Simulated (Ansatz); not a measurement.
# Cl₂H₂MoO₃: basis-set convergence

Aim: see how fast density functionals converge with the basis set for Cl₂H₂MoO₃.

Method: one geometry, several basis sets; program: Ansatz 0.2.0, Gaussian basis.

Levels to be run: PBE0-D4/def2-SVP; ωB97M-V/def2-SVP; PBE0-D4/def2-QZVPP; ωB97M-V/def2-QZVPP; the functionals' def2-TZVPP values are taken from earlier runs.

2 further runs of the same task are left out: 2 for a known fault of the program. Runs told in other sessions of the task aren't counted.

**1. Structure used throughout**

The geometry comes from an earlier relaxation with PBE0-D4 in a triple-zeta def2 set; it is a stationary point, not always the lowest conformer. Mo takes the def2 core potential; no spin-orbit term is included.

SMILES `[O]=[Mo]([OH])([OH])([Cl])[Cl]`, 8 atoms, charge 0, spin multiplicity 1.

Atoms are counted from 1 here; the program's logs count them from 0.

Bond lengths: O1–Mo2 1.648 Å, Mo2–O3 1.903 Å, Mo2–O4 1.850 Å, Mo2–Cl5 2.272 Å, Mo2–Cl6 2.328 Å, O3–H7 0.962 Å, O4–H8 0.964 Å. Angles: O1–Mo2–O3 113.0°, O1–Mo2–O4 101.8°, O1–Mo2–Cl5 108.7°, O1–Mo2–Cl6 99.0°, O3–Mo2–O4 82.5°, O3–Mo2–Cl5 138.0°, O3–Mo2–Cl6 82.0°, O4–Mo2–Cl5 93.3°, O4–Mo2–Cl6 157.6°, Cl5–Mo2–Cl6 87.6°, Mo2–O3–H7 115.7°, Mo2–O4–H8 124.0°.

Geometry (Å):

```xyz
8

O    -1.59228   -0.68484    0.98927
Mo   -0.43860    0.06087    0.07962
O     1.32819   -0.49071    0.52097
O    -0.20857   -1.14470   -1.30516
Cl   -1.44442    1.60074   -1.25477
Cl    0.09410    1.80633    1.52457
H     1.75806    0.00785    1.22241
H     0.59562   -1.21255   -1.83262
```

**2. PBE0-D4 in def2-SVP**

in.yaml reads:

```yaml
crystal:
  periodic: [false, false, false]
  atoms:
    - {symbol: O, position_ang: [-1.592278, -0.684839, 0.989274]}
    - {symbol: Mo, position_ang: [-0.438604, 0.060875, 0.079624]}
    - {symbol: O, position_ang: [1.328188, -0.490706, 0.520971]}
    - {symbol: O, position_ang: [-0.208570, -1.144697, -1.305158]}
    - {symbol: Cl, position_ang: [-1.444420, 1.600736, -1.254766]}
    - {symbol: Cl, position_ang: [0.094105, 1.806326, 1.524569]}
    - {symbol: H, position_ang: [1.758062, 0.007853, 1.222406]}
    - {symbol: H, position_ang: [0.595618, -1.212548, -1.832619]}
basis:
  gaussian: {orbitals: def2-SVP}
hamiltonian: {xc: pbe0, dispersion: d4}
output: {orbitals: {seedname: orbitals}}
```

The run is started by

```bash
> ansatz run in.yaml --threads 4 --pin off --events-out ev --progress --plain --max-ram 11315MiB
```

Further steps of the session: ωB97M-V in def2-SVP; PBE0-D4 in def2-QZVPP; ωB97M-V in def2-QZVPP.

Q: Predict the results of all the runs planned. Wanted: PBE0-D4: double and triple zeta above quadruple; ωB97M-V: double and triple zeta above quadruple.

**Answer**, as computed:

| quantity | value |
| --- | --- |
| PBE0-D4: double and triple zeta above quadruple | 18.22, 1.21 eV |
| ωB97M-V: double and triple zeta above quadruple | 18.24, 1.17 eV |

**Reading.** PBE0-D4 gains 17.01 eV from double to triple zeta, then 1.21 eV more. These are total energies; as a rule much of such shifts cancels in differences, which this series doesn't test.
